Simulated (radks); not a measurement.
# Ionisation of B: one atom, several choices of exchange strength α

One table from this session's results is given with a row withheld; the runs are named, their logs left out.

The numbers are computed with radks (a radial shooting solver on a logarithmic mesh, Libxc functionals) version 1 (non-relativistic Kohn-Sham, spin-polarised, spherical densities, point nucleus; open shells are filled with parallel spins first), except any that are marked as measured or tabulated.

## Starting point

- element: boron (Z = 5)
- charge: 0
- electrons: 5
- configuration: [He] 2s2 2p1
- ion: B⁺, [He] 2s2
- choices: α = 0.603; α = 0.617; α = 0.629; α = 0.638; α = 0.667; α = 0.756; α = 0.86

The outer shells:

B
```
[He] core
2s [↑↓]
2p [↑ ][  ][  ]
```

B⁺
```
[He] core
2s [↑↓]
```

The first run:

Input:

```text
Z 5
configuration [He] 2s2 2p1
relativity non-relativistic
functional xalpha 0.603
spin polarised
nucleus point
```

Steps of the session up to this table: α = 0.603: B.

One table of the session follows, with a row left open; its other results are not shown here.

Sizes of the orbitals, from the radial functions (bohr):

| level | <r> | outermost maximum (interpolated) | 90 % within |
| --- | --- | --- | --- |
| 1s up | 0.3352 | 0.213 | 0.604 |
| 1s down | 0.3344 | 0.213 | 0.602 |
| 2s up | 2.000 | 1.53 | 3.21 |
| 2s down | 2.045 | 1.55 | 3.31 |
| 2p up | ? | ? | ? |
| 2p down | 2.640 | 1.64 | 4.71 |

Estimate the missing values for 2p up.

The run gave: <r>: 2.407; outermost maximum (interpolated): 1.59; 90 % within: 4.21. In the column «<r>» it lies between 2s down (2.045) and 2p down (2.640).

Limits of these values: Open shells are spherical and high-spin; term and fine-structure splittings are not resolved.
